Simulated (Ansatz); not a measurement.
# C₃H₈FNOSi: one species, many methods

How much do the methods differ for C₃H₈FNOSi? The plan is to run it at one geometry with functionals of several rungs and with coupled cluster, and see how far each lands from CCSD(T) at the basis-set limit for the atomisation energy.

Computed with Ansatz 0.2.0, Gaussian basis. Level: functionals in def2-TZVPP, the program's frozen cores in correlated methods.

Levels to be run: PBE-D4, r2SCAN-D4, PBE0-D4, B3LYP-D4, ωB97X-V, ωB97M-V, B2PLYP; CCSD(T)/def2-TZVPP; MP2/def2-QZVPP; extrapolation to the limit.

## 1. The geometry

An earlier PBE0-D4 in a triple-zeta def2 set relaxation fixed the geometry.

SMILES `C=C[Si](N)(F)OC`, 15 atoms, charge 0, spin multiplicity 1.

Atoms are counted from 1 here; the program's logs count them from 0.

Bond lengths: C1–C2 1.330 Å, C1–H8 1.087 Å, C1–H9 1.085 Å, C2–Si3 1.843 Å, C2–H10 1.089 Å, Si3–N4 1.701 Å, Si3–F5 1.601 Å, Si3–O6 1.626 Å, N4–H11 1.005 Å, N4–H12 1.005 Å, O6–C7 1.410 Å, C7–H13 1.094 Å, C7–H14 1.092 Å, C7–H15 1.095 Å. Angles: C2–C1–H8 122.2°, C2–C1–H9 121.2°, H8–C1–H9 116.6°, C1–C2–Si3 123.7°, C1–C2–H10 118.3°, Si3–C2–H10 118.0°, C2–Si3–N4 116.1°, C2–Si3–F5 109.6°, C2–Si3–O6 105.5°, N4–Si3–F5 102.9°, N4–Si3–O6 112.1°, F5–Si3–O6 110.7°, Si3–N4–H11 122.8°, Si3–N4–H12 121.2°, H11–N4–H12 112.6°, Si3–O6–C7 125.4°, O6–C7–H13 110.6°, O6–C7–H14 108.4° and more.

## 2. PBE-D4 (GGA)

in.yaml

```yaml
crystal:
  periodic: [false, false, false]
  atoms:
    - {symbol: C, position_ang: [-1.419675, 1.627371, -1.374817]}
    - {symbol: C, position_ang: [-0.131012, 1.576403, -1.047821]}
    - {symbol: Si, position_ang: [0.578811, 0.343637, 0.123340]}
    - {symbol: N, position_ang: [1.774949, -0.687306, -0.508096]}
    - {symbol: F, position_ang: [1.348907, 1.105840, 1.301772]}
    - {symbol: O, position_ang: [-0.694026, -0.482903, 0.707973]}
    - {symbol: C, position_ang: [-0.618631, -1.596897, 1.569038]}
    - {symbol: H, position_ang: [-1.808010, 2.353081, -2.084223]}
    - {symbol: H, position_ang: [-2.138487, 0.941872, -0.937171]}
    - {symbol: H, position_ang: [0.548409, 2.287352, -1.516319]}
    - {symbol: H, position_ang: [1.642200, -1.225492, -1.346548]}
    - {symbol: H, position_ang: [2.746104, -0.556710, -0.283273]}
    - {symbol: H, position_ang: [-0.517342, -1.273386, 2.609225]}
    - {symbol: H, position_ang: [-1.541497, -2.171496, 1.470545]}
    - {symbol: H, position_ang: [0.229312, -2.241377, 1.316355]}
basis:
  gaussian: {orbitals: def2-TZVPP}
hamiltonian: {xc: pbe, dispersion: d4}
output: {forces: true, orbitals: {seedname: orbitals}}
```

Run with:

```sh
> ansatz run in.yaml --threads 2 --pin off --events-out ev --progress --plain --max-ram 22528MiB --backend cuda --devices 0, --max-vram 18GiB
```

The runs that follow: r2SCAN-D4 (meta-GGA); PBE0-D4 (hybrid); B3LYP-D4 (hybrid); ωB97X-V (range-separated); ωB97M-V (range-separated); B2PLYP (double hybrid); CCSD(T) in def2-TZVPP; MP2 in def2-QZVPP.

Q: Predict the results of all the runs planned. Wanted: atomisation energy, CCSD(T)/CBS; farthest; mean size of error, hybrid; mean size of error, range-separated; gap, smallest and largest; T1 diagnostic; triples share of the correlation energy.

As calculated:

| quantity | value |
| --- | --- |
| atomisation energy, CCSD(T)/CBS | 6118.1 kJ/mol |
| functionals within 30.6 kJ/mol (0.5 %) | r2SCAN-D4, PBE0-D4, B3LYP-D4, ωB97X-V, ωB97M-V |
| farthest | PBE-D4 (+104.2 kJ/mol) |
| mean size of error, hybrid | 10.7 kJ/mol |
| mean size of error, range-separated | 6.8 kJ/mol |
| gap, smallest and largest | 4.72 eV (PBE-D4), 11.82 eV (ωB97X-V) |
| T1 diagnostic | 0.0113 |
| triples share of the correlation energy | 3.7 % |

What this shows: PBE-D4 misses by +104.2 kJ/mol. Double hybrids carry the basis error of their MP2 part in triple zeta, and no dispersion term here, so their miss is partly the set-up's. Misses under about 30.6 kJ/mol are within the doubt on the reference itself, which lacks core-valence correlation, relativity and higher excitations. Hartree-Fock recovers 73 % of the binding; the rest is correlation. Orbital gaps span 4.7 to 11.8 eV; exact exchange widens them.
